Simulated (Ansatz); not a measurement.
# C₂H₆AlClSi: up Jacob's ladder to CCSD(T)

An exercise on one series of results from a longer session: the logs are not shown, and one member is left open.

Method: functionals in def2-TZVPP, the program's frozen cores in correlated methods; program: Ansatz 0.2.0, Gaussian basis.

The runs, in order: PBE-D4, r2SCAN-D4, PBE0-D4, B3LYP-D4, ωB97X-V, ωB97M-V, B2PLYP; CCSD(T)/def2-TZVPP; MP2/def2-QZVPP; extrapolation to the limit.

### The relaxed structure

All runs share one geometry, relaxed beforehand with PBE0-D4 in a triple-zeta def2 set.

SMILES `C=C(Cl)[SiH2][AlH2]`, 11 atoms, charge 0, spin multiplicity 1.

Atoms are counted from 1 here; the program's logs count them from 0.

Bond lengths: C1–C2 1.321 Å, C1–H6 1.084 Å, C1–H7 1.085 Å, C2–Cl3 1.794 Å, C2–Si4 1.900 Å, Si4–Al5 2.457 Å, Si4–H8 1.490 Å, Si4–H9 1.492 Å, Al5–H10 1.587 Å, Al5–H11 1.588 Å. Angles: C2–C1–H6 123.7°, C2–C1–H7 118.4°, H6–C1–H7 117.9°, C1–C2–Cl3 117.7°, C1–C2–Si4 135.4°, Cl3–C2–Si4 106.6°, C2–Si4–Al5 88.2°, C2–Si4–H8 107.6°, C2–Si4–H9 106.3°, Al5–Si4–H8 126.9°, Al5–Si4–H9 116.3°, H8–Si4–H9 107.4°, Si4–Al5–H10 120.7°, Si4–Al5–H11 117.6°, H10–Al5–H11 121.2°.

As a file:

```
C    -1.07591    1.85209   -0.30716
C    -0.22025    0.87508   -0.06750
Cl    0.42702    0.72207    1.59899
Si    0.43830   -0.61624   -1.04397
Al    0.69801   -1.80188    1.09238
H    -1.39981    2.56515    0.44242
H    -1.48292    1.94793   -1.30781
H    -0.54548   -0.91845   -2.12138
H     1.69702   -0.16171   -1.70384
H     2.14030   -2.12744    1.66911
H    -0.61098   -2.39350    1.76946
```

Set-up of the first run:

File in.yaml:

```yaml
crystal:
  periodic: [false, false, false]
  atoms:
    - {symbol: C, position_ang: [-1.075910, 1.852092, -0.307159]}
    - {symbol: C, position_ang: [-0.220250, 0.875075, -0.067505]}
    - {symbol: Cl, position_ang: [0.427022, 0.722070, 1.598988]}
    - {symbol: Si, position_ang: [0.438304, -0.616240, -1.043967]}
    - {symbol: Al, position_ang: [0.698006, -1.801876, 1.092385]}
    - {symbol: H, position_ang: [-1.399810, 2.565154, 0.442417]}
    - {symbol: H, position_ang: [-1.482917, 1.947930, -1.307814]}
    - {symbol: H, position_ang: [-0.545482, -0.918454, -2.121382]}
    - {symbol: H, position_ang: [1.697019, -0.161710, -1.703837]}
    - {symbol: H, position_ang: [2.140300, -2.127442, 1.669109]}
    - {symbol: H, position_ang: [-0.610982, -2.393497, 1.769462]}
basis:
  gaussian: {orbitals: def2-TZVPP}
hamiltonian: {xc: pbe, dispersion: d4}
output: {forces: true, orbitals: {seedname: orbitals}}
```

Started as:

```bash
$ ansatz run in.yaml --threads 4 --pin off --events-out ev --progress --plain --max-ram 10444MiB
```

Steps of the session up to this table: PBE-D4 (GGA); r2SCAN-D4 (meta-GGA); PBE0-D4 (hybrid); B3LYP-D4 (hybrid); ωB97X-V (range-separated); ωB97M-V (range-separated); B2PLYP (double hybrid); CCSD(T) in def2-TZVPP; MP2 in def2-QZVPP.

One table of the session follows, with a row left open; its other results are not shown here.

```
            method  atomisation energy (kJ/mol)
            PBE-D4                       3643.2
         r2SCAN-D4                       3613.0
           PBE0-D4                       3598.2
          B3LYP-D4                       3583.6
           ωB97X-V                       3611.2
           ωB97M-V                            ?
            B2PLYP                       3536.1
     HF/def2-TZVPP                       2649.5
    MP2/def2-TZVPP                       3533.5
   CCSD/def2-TZVPP                       3440.7
CCSD(T)/def2-TZVPP                       3499.1
           MP2/CBS                       3629.1
       CCSD(T)/CBS                       3594.7
```

Estimate the missing values for ωB97M-V.

**Answer.** atomisation energy (kJ/mol): 3602.6. In the column «atomisation energy (kJ/mol)» it lies between PBE0-D4 (3598.2) and ωB97X-V (3611.2).
